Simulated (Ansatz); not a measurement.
# LuCd: lattice vibrations, part 2 of 2

How does the lattice vibrate, and how do the modes shift with volume? Displacements sample a 2×2×2 mesh. Runs: reference run (LAPW); volume scaled by 0.980 (LAPW); volume scaled by 1.020 (LAPW); mode Grüneisen parameters (LAPW). Companion runs by PAW are cited.

Ansatz 0.2.0; DFT LDA.

### Step 3. Volume scaled by 0.980, LAPW

input.yaml

```yaml
crystal:
  lattice:
    - [3.53221125289, 0.0, 0.0]
    - [0.0, 3.53221125289, 0.0]
    - [0.0, 0.0, 3.53221125289]
  atoms:
    - { symbol: Lu, position: [0.5, 0.5, 0.5] }
    - { symbol: Cd, position: [0.0, 0.0, 0.0] }
kpoints:
  mp_grid: { grid: [10, 10, 10] }
scf:
  occupations: { method: fermi_dirac, width: 0.1 }
hamiltonian:
  xc: lda
  pseudopotentials: { kind: all_electron, lapw: { basis_error: 0.001 } }
phonons:
  qmesh: [2, 2, 2]
  qpath:
    path:
      - [0.0, 0.0, 0.0]
      - [0.0, 0.5, 0.0]
      - [0.5, 0.5, 0.0]
      - [0.0, 0.0, 0.0]
      - [0.5, 0.5, 0.5]
      - [0.0, 0.5, 0.0]
      - [0.5, 0.5, 0.5]
      - [0.5, 0.5, 0.0]
    npoints: 6
  temperatures: { t_min: 0, t_max: 1000, t_step: 100 }
```

On the command line:

```sh
> ansatz run input.yaml --threads 2 --pin off --max-ram 5120MiB --backend cpu --events-out ev --progress --plain --runs-dir out
```

Standard output, shortened:

```text
LAPW: plane waves up to 7.907 Å⁻¹, error target 1.0e-3 eV per atom; small_component_spin mean_spin; Cd in spheres of 1.451 Å, 20 of its electrons in bands, Dirac shells []; Lu in spheres of 1.516 Å, 35 of its electrons in bands, Dirac shells [] (how accurate: [...]
Pseudopotentials: kind: all_electron
Pseudopotential: Lu, LAPW, valence charge 35, lapw/all_electron/scalar/gaussian/Lu, Koelling and Harmon's equation, gaussian nucleus
Pseudopotential: Cd, LAPW, valence charge 20, lapw/all_electron/scalar/gaussian/Cd, Koelling and Harmon's equation, gaussian nucleus
Functional definition: SPW92
[...]
Crystal: 4 atoms, lattice volume = 88.139 Å³
Basis set: ecut = 238.17481403492863 eV, 737 PW (Γ), FFT grids on a1, a2, a2+a3, exchange–correlation at level 2
Bands: 66, of which v1, the nominal top of the filled ones, is band 55 counted from 1 (54 counted from 0)
[...]
  symmetry images taken by strict's conditions (phonons.symmetry_images: auto; settled by no image being taken that strict refuses)
  q = [0.0000, 0.0000, 0.0000] (star 1, supercell 1; hermiticity 7.72e-17, symmetrization 3.52e-5): -0.00 0.00 0.00 124.30 124.30 124.30
  q = [0.0000, 0.0000, -0.5000] (star 3, supercell 2; hermiticity 8.32e-17, symmetrization 1.79e-16): 84.68 84.68 99.29 100.26 100.26 108.36
  q = [0.0000, -0.5000, -0.5000] (star 3, supercell 1; hermiticity 1.06e-16, symmetrization 6.18e-16): 26.62 26.62 66.12 100.24 142.15 142.15
  q = [-0.5000, -0.5000, -0.5000] (star 1, supercell 3; hermiticity 8.70e-17, symmetrization 9.74e-16): 93.05 93.05 93.05 104.73 104.73 104.73
  joined force constants: q→R imaginary residual 2.66e-17
  density of states and harmonic sums: on the 18×18×18 q-mesh, interpolated from the force constants of a 2×2×2 supercell (no non-analytic term)
  largest difference from the sums on the solved wave vectors: F 7.92e-2 eV, S 1.11e-4 and C_V 3.23e-5 eV/K
[...]
```

Run time: 18 min. Hardware: 2 threads of Arm Neoverse V1, shared host; peak memory 1.4 GiB.

Wavenumbers in cm⁻¹ (negative: unstable):

```
q                             modes
Γ     0.0 0.0 0.0 124.3 124.3 124.3
X  84.7 84.7 99.3 100.3 100.3 108.4
M  26.6 26.6 66.1 100.2 142.2 142.2
R  93.0 93.0 93.0 104.7 104.7 104.7
```

### Step 4. Volume scaled by 1.020, LAPW

Changes to input.yaml since step 3:

```diff
@@ -2,5 +2,5 @@
   lattice:
-    - [3.53221125289, 0.0, 0.0]
-    - [0.0, 3.53221125289, 0.0]
-    - [0.0, 0.0, 3.53221125289]
+    - [3.57962914267, 0.0, 0.0]
+    - [0.0, 3.57962914267, 0.0]
+    - [0.0, 0.0, 3.57962914267]
   atoms:
```

On the command line:

```sh
> ansatz run input.yaml --threads 2 --pin off --max-ram 5120MiB --backend cpu --events-out ev --progress --plain --runs-dir out
```

Standard output, shortened:

```text
LAPW: plane waves up to 7.778 Å⁻¹, error target 1.0e-3 eV per atom; small_component_spin mean_spin; Cd in spheres of 1.471 Å, 20 of its electrons in bands, Dirac shells []; Lu in spheres of 1.536 Å, 35 of its electrons in bands, Dirac shells [] (how accurate: [...]
[... 4 set-up lines as earlier in the session ...]
[...]
Crystal: 4 atoms, lattice volume = 91.737 Å³
Basis set: ecut = 230.48104606034093 eV, 737 PW (Γ), FFT grids on a1, a2, a2+a3, exchange–correlation at level 2
Bands: 66, of which v1, the nominal top of the filled ones, is band 55 counted from 1 (54 counted from 0)
[...]
  symmetry images taken by strict's conditions (phonons.symmetry_images: auto; settled by no image being taken that strict refuses)
  q = [0.0000, 0.0000, 0.0000] (star 1, supercell 1; hermiticity 8.87e-17, symmetrization 3.51e-5): -0.00 0.00 0.00 115.04 115.04 115.04
  q = [0.0000, 0.0000, -0.5000] (star 3, supercell 2; hermiticity 8.23e-17, symmetrization 1.83e-16): 79.66 79.66 92.62 93.35 93.35 101.11
  q = [0.0000, -0.5000, -0.5000] (star 3, supercell 1; hermiticity 1.02e-16, symmetrization 7.10e-16): 30.65 30.65 62.04 93.19 131.76 131.76
  q = [-0.5000, -0.5000, -0.5000] (star 1, supercell 3; hermiticity 8.75e-17, symmetrization 4.76e-16): 86.31 86.31 86.31 96.55 96.55 96.55
  joined force constants: q→R imaginary residual 2.57e-17
  density of states and harmonic sums: on the 18×18×18 q-mesh, interpolated from the force constants of a 2×2×2 supercell (no non-analytic term)
  largest difference from the sums on the solved wave vectors: F 8.83e-2 eV, S 1.21e-4 and C_V 3.23e-5 eV/K
[...]
```

It took 18 min on 2 threads of Arm Neoverse V1, shared host; peak memory 1.5 GiB.

Wavenumbers in cm⁻¹ (negative: unstable):

```csv
q,modes
Γ,0.0 0.0 0.0 115.0 115.0 115.0
X,79.7 79.7 92.6 93.3 93.3 101.1
M,30.6 30.6 62.0 93.2 131.8 131.8
R,86.3 86.3 86.3 96.5 96.5 96.5
```

### Step 5. Mode Grüneisen parameters, LAPW

These follow from the three phonon runs above, mode by mode: γ = −d ln ω / d ln V.

| q | wavenumber (cm⁻¹) | γ |
| --- | --- | --- |
| Γ | 119.6 ×3 | 1.94 |
| X | 82.1 ×2 | 1.53 |
| X | 95.9 | 1.74 |
| X | 96.8 ×2 | 1.79 |
| X | 104.7 | 1.73 |
| M | 28.9 ×2 | -3.46 |
| M | 64.0 | 1.59 |
| M | 96.7 | 1.82 |
| M | 136.9 ×2 | 1.90 |
| R | 89.6 ×3 | 1.88 |
| R | 100.6 ×3 | 2.03 |

### Step 6. Side by side

PAW rows come from companion runs at the same settings.

| run | volume (Å³/atom) | lowest on the mesh (cm⁻¹) | highest on the mesh, without the LO shift (cm⁻¹) | zero-point energy (meV/atom) |
| --- | --- | --- | --- | --- |
| reference run, LAPW | 22.485 | 0.0 | 136.9 | 16.3 |
| volume scaled by 0.980, LAPW | 22.035 | 0.0 | 142.2 | 16.8 |
| volume scaled by 1.020, LAPW | 22.934 | 0.0 | 131.8 | 15.7 |
| reference run, PAW | 22.485 | 0.0 | 136.8 | 16.2 |
| volume scaled by 0.980, PAW | 22.035 | 0.0 | 142.1 | 16.8 |
| volume scaled by 1.020, PAW | 22.934 | 0.0 | 131.7 | 15.7 |

Optical modes at Γ (point group m-3m), without the LO shift:

| cm⁻¹ | modes | symmetry | active in | moves most |
| --- | --- | --- | --- | --- |
| 119.6 | 3 | T1u | infrared | Cd |

### Step 7. What came out

What follows sums up all 2 parts.

| quantity | value |
| --- | --- |
| highest mode on the mesh, without the LO shift (LAPW) | 137 cm⁻¹ |
| optical modes at Γ | 120 (T1u) cm⁻¹ |
| mean Grüneisen parameter at 300 K (LAPW) | 1.07 |

**Reading.** No mode on the mesh is unstable; the highest lies at 137 cm⁻¹ by LAPW. Weighted by heat capacity at 300 K the mean Grüneisen parameter of the sampled modes is 1.07, which points to expansion on heating. Some modes have negative γ and soften under compression. PAW differs from LAPW by at most 0.1 cm⁻¹. Each set of modes is computed in the harmonic approximation. Cautions: responses of metals move with mesh and smearing.
